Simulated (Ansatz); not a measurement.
# C2H5AlBrCl: one species, many methods

How much do the methods differ for C2H5AlBrCl? The plan is to run it at one geometry with functionals of several rungs and with coupled cluster. The yardstick is the atomisation energy at the CCSD(T) limit.

Method: functionals in def2-TZVPP, the program's frozen cores in correlated methods; program: Ansatz 0.2.0, Gaussian basis.

Plan: LDA (SPW92), PBE-D4, revPBE-D4, BLYP-D4, r2SCAN-D4, B97M-V, PBE0-D4, B3LYP-D4, r2SCANh-D4, r2SCAN0-D4, HSE06-D4, BHLYP-D4, CAM-B3LYP-D4, LC-ωPBE, ωB97X-V, ωB97M-V, B2PLYP, PBE-QIDH; CCSD(T)/def2-SVP; CCSD(T)/def2-TZVPP; MP2/def2-QZVPP; extrapolation to the limit; RPA on PBE.

### 1 Structure used throughout

An earlier PBE0-D4 in a triple-zeta def2 set relaxation fixed the geometry.

SMILES `C[CH2][Al]([Cl])[Br]`, 10 atoms, charge 0, spin multiplicity 1.

Atoms are counted from 1 here; the program's logs count them from 0.

Bond lengths: C1–C2 1.527 Å, C1–H6 1.092 Å, C1–H7 1.093 Å, C1–H8 1.092 Å, C2–Al3 1.940 Å, C2–H9 1.097 Å, C2–H10 1.097 Å, Al3–Cl4 2.092 Å, Al3–Br5 2.251 Å. Angles: C2–C1–H6 111.7°, C2–C1–H7 111.4°, C2–C1–H8 111.7°, H6–C1–H7 107.5°, H6–C1–H8 106.8°, H7–C1–H8 107.5°, C1–C2–Al3 116.2°, C1–C2–H9 110.9°, C1–C2–H10 110.9°, Al3–C2–H9 106.7°, Al3–C2–H10 106.7°, H9–C2–H10 104.6°, C2–Al3–Cl4 121.1°, C2–Al3–Br5 122.0°, Cl4–Al3–Br5 117.0°.

### 2 LDA

This LDA is Slater exchange with PW92 correlation.

in.yaml reads:

```yaml
crystal:
  periodic: [false, false, false]
  atoms:
    - {symbol: C, position_ang: [-0.425602, 0.112578, 1.294649]}
    - {symbol: C, position_ang: [0.354574, -0.579200, 0.179457]}
    - {symbol: Al, position_ang: [0.262254, 0.249464, -1.572749]}
    - {symbol: Cl, position_ang: [1.270676, -0.573784, -3.210703]}
    - {symbol: Br, position_ang: [-0.924613, 2.126542, -1.942563]}
    - {symbol: H, position_ang: [-1.492437, 0.169479, 1.066870]}
    - {symbol: H, position_ang: [-0.320837, -0.418902, 2.244518]}
    - {symbol: H, position_ang: [-0.082104, 1.137380, 1.452834]}
    - {symbol: H, position_ang: [0.022597, -1.617565, 0.054800]}
    - {symbol: H, position_ang: [1.418592, -0.657195, 0.435787]}
basis:
  gaussian: {orbitals: def2-TZVPP}
hamiltonian: {xc: lda}
output: {orbitals: {seedname: orbitals}}
```

After this run come: PBE-D4 (GGA); revPBE-D4 (GGA); BLYP-D4 (GGA); r2SCAN-D4 (meta-GGA); B97M-V (meta-GGA); PBE0-D4 (hybrid); B3LYP-D4 (hybrid); r2SCANh-D4 (hybrid); r2SCAN0-D4 (hybrid); HSE06-D4 (hybrid); BHLYP-D4 (hybrid); CAM-B3LYP-D4 (range-separated); LC-ωPBE-D4 (range-separated); ωB97X-V (range-separated); ωB97M-V (range-separated); B2PLYP (double hybrid); PBE-QIDH (double hybrid); CCSD(T) in def2-SVP; CCSD(T) in def2-TZVPP; MP2 in def2-QZVPP; RPA on PBE orbitals.

Before running them: what should the planned runs give, taken together? Wanted: atomisation energy, CCSD(T)/CBS; farthest beyond LDA; mean size of error, GGA; mean size of error, meta-GGA; mean size of error, hybrid; mean size of error, range-separated; mean size of error, double hybrid; gap, smallest and largest; T1 diagnostic.

**Answer**, as computed:

| quantity | value |
| --- | --- |
| atomisation energy, CCSD(T)/CBS | 3627.5 kJ/mol |
| functionals within 36.3 kJ/mol (1.0 %) | PBE-D4, r2SCAN-D4, B97M-V, PBE0-D4, B3LYP-D4, r2SCANh-D4, r2SCAN0-D4, HSE06-D4, CAM-B3LYP-D4, LC-ωPBE, ωB97X-V, ωB97M-V, PBE-QIDH |
| farthest beyond LDA | BHLYP-D4 (-94.5 kJ/mol) |
| mean size of error, GGA | 48.6 kJ/mol |
| mean size of error, meta-GGA | 11.1 kJ/mol |
| mean size of error, hybrid | 25.8 kJ/mol |
| mean size of error, range-separated | 15.3 kJ/mol |
| mean size of error, double hybrid | 33.7 kJ/mol |
| gap, smallest and largest | 5.08 eV (LDA (SPW92)), 11.97 eV (LC-ωPBE) |
| T1 diagnostic | 0.0080 |
| triples share of the correlation energy | 3.7 % |

LDA overbinds by 429.9 kJ/mol (12 %). PBE-D4 is off by +28.8 kJ/mol. Double hybrids carry the basis error of their MP2 part in triple zeta, and no dispersion term here, so their miss is partly the set-up's. The rungs meta-GGA, range-separated, hybrid, double hybrid miss on average by less than the doubt on the reference (36.3 kJ/mol), so they tie. The reference freezes the cores and leaves out relativity and excitations past (T), and its outer-core shells are covered unevenly, so misses under about 36.3 kJ/mol can't be ranked. All levels share the lack of spin-orbit coupling, which lowers the free heavy atoms and so the true binding. Hartree-Fock recovers 77 % of the binding; the rest is correlation. CCSD(T) in def2-SVP is off by -179.0 kJ/mol, worse than the median functional, from the basis alone. Orbital gaps span 5.1 to 12.0 eV; exact exchange widens them. Correlated methods include outer-core shells of Br, which these sets cover unevenly.
